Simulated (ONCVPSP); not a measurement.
# Ag: generating and testing an ONCV potential

Task: generate the file, and judge it by its errors in other configurations, its logarithmic derivatives, its ghosts and its cutoff.

The numbers are computed with ONCVPSP 4.0.1.1 (patched build) (LDA (Perdew-Wang 92), scalar-relativistic, spin-unpolarised reference atom).

**1. The atom and the settings**

Typed settings, in words:

```json
{
  "element": "silver (Ag, Z = 47)",
  "type": "optimised norm-conserving Vanderbilt (ONCV)",
  "frozen core": "[Ar] 3d10",
  "valence charge": "19",
  "reference configuration": "4s2 4p6 4d10 5s1",
  "partial waves": "4s+5s: rc 1.65 bohr, ncon 3, nbas 8, qcut 8.5 1/bohr, 2 projectors; 4p: rc 1.25 bohr, ncon 4, nbas 7, qcut 9.6 1/bohr, 2 projectors, debl 3.6 Ha; 4d: rc 1.85 bohr, ncon 4, nbas 9, qcut 4.2 1/bohr, 1 projector",
  "local potential": "polynomial inside 0.80 bohr (lpopt 5, dvloc0 1 Ha)",
  "core correction": "Teter function fitted to the true core (icmod 2), fcfact 0.45"
}
```

An earlier all-electron run gives the scale for the radii.

All-electron outer shells of the reference configuration (LDA (PZ), scalar-relativistic, ld1.x):

| shell | level (eV) | outermost node (bohr) | outermost maximum (bohr) |
| --- | --- | --- | --- |
| 3d | -358.91 | – | 0.27 |
| 4s | -95.08 | 0.44 | 0.82 |
| 4p | -58.67 | 0.44 | 0.87 |
| 4d | -7.66 | 0.43 | 1.04 |
| 5s | -4.72 | 1.11 | 2.49 |
| 5p | -0.85 | 1.25 | 3.67 |

**2. The generation run**

Contents of Ag.dat:

```
# ATOM AND REFERENCE CONFIGURATION
# atsym  z   nc   nv     iexc    psfile
  Ag 47.00    6    4  -001012      upf
#
#   n    l    f
    1    0    2.00
    2    0    2.00
    2    1    6.00
    3    0    2.00
    3    1    6.00
    3    2   10.00
    4    0    2.00
    4    1    6.00
    4    2   10.00
    5    0    1.00
#
# PSEUDOPOTENTIAL AND OPTIMIZATION
# lmax
    2
#
#   l,   rc,      ep,       ncon, nbas, qcut
    0    1.65    0.00    3    8    8.50
    1    1.25    0.00    4    7    9.60
    2    1.85    0.00    4    9    4.20
#
# LOCAL POTENTIAL
# lloc, lpopt,  rc(5),   dvloc0
    4    5    0.80    1.00
#
# VANDERBILT-KLEINMAN-BYLANDER PROJECTORs
# l, nproj, debl
    0    2    1.30
    1    2    3.60
    2    1    3.90
#
# MODEL CORE CHARGE
# icmod, fcfact, rcfact
    2    0.45    1.10
#
# LOG DERIVATIVE ANALYSIS
# epsh1, epsh2, depsh
   -5.00    5.00    0.04
#
# OUTPUT GRID
# rlmax, drl
    6.00    0.01
#
# TEST CONFIGURATIONS
# ncnf
    4
# nvcnf
#   n    l    f
    4
    4    0    2.00
    4    1    6.00
    4    2   10.00
    5    0    0.00
#
    4
    4    0    2.00
    4    1    6.00
    4    2    9.00
    5    0    0.00
#
    4
    4    0    2.00
    4    1    6.00
    4    2    8.00
    5    0    0.00
#
    5
    4    0    2.00
    4    1    6.00
    4    2   10.00
    5    0    0.00
    5    1    1.00
#
```

Started as:

```sh
$ oncvpsp.x < Ag.dat > Ag.out
```

**Question.** What will these runs give? Wanted: cutoffs for 1 and 0.1 mHa per electron, occupied waves; bound ghosts; GHOST(+) flags; largest test error; largest phase difference near zero energy, channels read; rms error of d²Exc/dn², without and with the model core.

**Answer**, as computed:

| quantity | value |
| --- | --- |
| cutoffs for 1 and 0.1 mHa per electron, occupied waves | 91 Ha and 116 Ha |
| bound ghosts | d at -1391.63 eV |
| GHOST(+) flags | s at 35 eV |
| largest test error (AE − PS) | +41 meV, for 4s2 4p6 4d8 5s0 |
| largest phase difference near zero energy, channels read | 0.014 rad |
| rms error of d²Exc/dn², without and with the model core | 5.90 and 1.72 mHa |

In words: It has a bound ghost (d), a state that the atom doesn't have, and that rules the file out. By total energies transferability is fair: the largest error is 41 meV on 66.9 eV, for 4s2 4p6 4d8 5s0. That test lies far up in energy; among those under 40 eV, nearer to bonding, the largest error is 22 meV. By its cutoff, 91 Ha for the looser tolerance, it is very hard. At the looser tolerance the 4d wave is the slowest; 4p needs 36 Ha. Near zero energy the phases of the channels with partial waves agree within 0.014 rad. The pseudo curves have a pole with no partner nearby in the atom's: s at 1.26 Ha. At positive energy that is a spurious or a displaced resonance. The program also flags highly localised states, GHOST(+) (s).
